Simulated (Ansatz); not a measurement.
# PbSe (Clausthalite): the cost of one run

Program: Ansatz 0.2.0, driven from Python. Level of theory: DFT PBE+D4, plane waves, PAW. These are calculated values, not measurements.

### Step 1. The structure

Symmetry: Fm-3m, No. 225, cubic system. Conventional cell: a = 6.121 Å, b = 6.121 Å, c = 6.121 Å, α = 90.00°, β = 90.00°, γ = 90.00°. Pb (site symmetry m-3m) has 6 Se at 3.06 Å as nearest neighbours. Se (site symmetry m-3m) is surrounded by 6 Pb at 3.06 Å.

The script holds or builds the structure itself.

### Step 2. The script

The input, pbse.py:

```python
import itertools
import warnings

import ansatz as az
from ase import Atoms
from ase.io import write
from ase.neighborlist import neighbor_list
import numpy as np


def main() -> None:
    warnings.simplefilter("ignore", az.DeckWarning)

    atoms = Atoms(
        ["Pb", "Se"],
        scaled_positions=[
            (0.0, 0.0, 0.0),
            (0.5, 0.5, 0.5),
        ],
        cell=[
            (0.0, 3.06065, 3.06065),
            (3.06065, 0.0, 3.06065),
            (3.06065, 3.06065, 0.0),
        ],
        pbc=True,
    )
    atoms.rattle(stdev=0.015, seed=71)
    pbse = az.Crystal.from_ase(atoms)

    calc = (
        pbse.calculation()
        .functional("pbe", dispersion="D4")
        .basis(21 * az.Ha)
        .kpoints(4)
        .occupations("fixed")
        .relax(force_tolerance=0.005)
        .density()
    )
    steps = []


    def collect(event):
        if event["event"] == "relax_step":
            steps.append(event["data"])


    result = calc.session().plan().execute(on_event=collect)
    data = result.report
    print("step   energy (eV)     max comp. (eV/A)  SCF")
    for s in steps:
        print(f"{s['step']:4d} {s['lagrangian_ev']:15.5f} {s['allowed_force_max_ev_ang']:12.4f} {s['n_scf']:5d}")

    first, last = steps[0], steps[-1]
    symbols = [site.symbol for site in result.lattice.sites]
    print(f"energy gained {first['lagrangian_ev'] - last['lagrangian_ev']:.4f} eV in {len(steps) - 1} steps")

    relaxed = Atoms(symbols, positions=[site.position_ang for site in result.lattice.sites], cell=result.lattice.cell_ang, pbc=True)
    write("relaxed.vasp", relaxed, format="vasp")

    print("atom   start x y z (A)              end x y z (A)")
    for symbol, a, b in zip(symbols, first["positions_ang"], last["positions_ang"]):
        print(f"{symbol:3s}", " ".join(f"{v:8.4f}" for v in a), "  ", " ".join(f"{v:8.4f}" for v in b))

    final = Atoms(symbols, positions=last["positions_ang"], cell=result.lattice.cell_ang, pbc=True)
    i, j, d = neighbor_list("ijd", final, 4.5)
    print("neighbours within 1.1 times the shortest distance of each atom (A)")
    for atom in range(len(final)):
        near = [m for m in np.argsort(d) if i[m] == atom]
        shell = [m for m in near if d[m] < 1.1 * d[near[0]]]
        print(f"{symbols[atom]}{atom} ({len(shell)}):", ", ".join(f"{symbols[j[m]]} {d[m]:.3f}" for m in shell))

    for key in ("converged", "n_iterations", "n_electrons", "n_kpoints", "n_pw", "n_symmetry_ops", "free_energy_ev", "fermi_energy_ev"):
        print(f"{key:18s} {data[key]}")

    rho = result.density()
    total = sum(channel.density_e_per_ang3 for channel in rho.channels[:2])
    grid_cell = np.asarray(rho.fft_grid_basis) @ result.lattice.cell_ang
    mesh = np.stack(np.meshgrid(*[np.arange(n) / n for n in rho.dims], indexing="ij"), axis=-1)
    for site in result.lattice.sites:
        offset = mesh - site.position_ang @ np.linalg.inv(grid_cell)
        offset -= offset.round()
        distance = np.min([np.linalg.norm((offset + shift) @ grid_cell, axis=-1) for shift in itertools.product((-1, 0, 1), repeat=3)], axis=0)
        inside = [total[distance < radius].sum() * rho.cell_volume_ang3 / total.size for radius in (0.8, 1.0, 1.2)]
        print(site.symbol, "electrons within 0.8, 1.0, 1.2 A:", np.round(inside, 2))


if __name__ == "__main__":
    main()
```

### Step 3. Launch

Launch:

```sh
$ python pbse.py
```

**Question.** How long does this script take on 1 thread of Arm Neoverse V1, shared host, and how much memory does it need?

About 66 s, with a peak of 0.51 GiB.
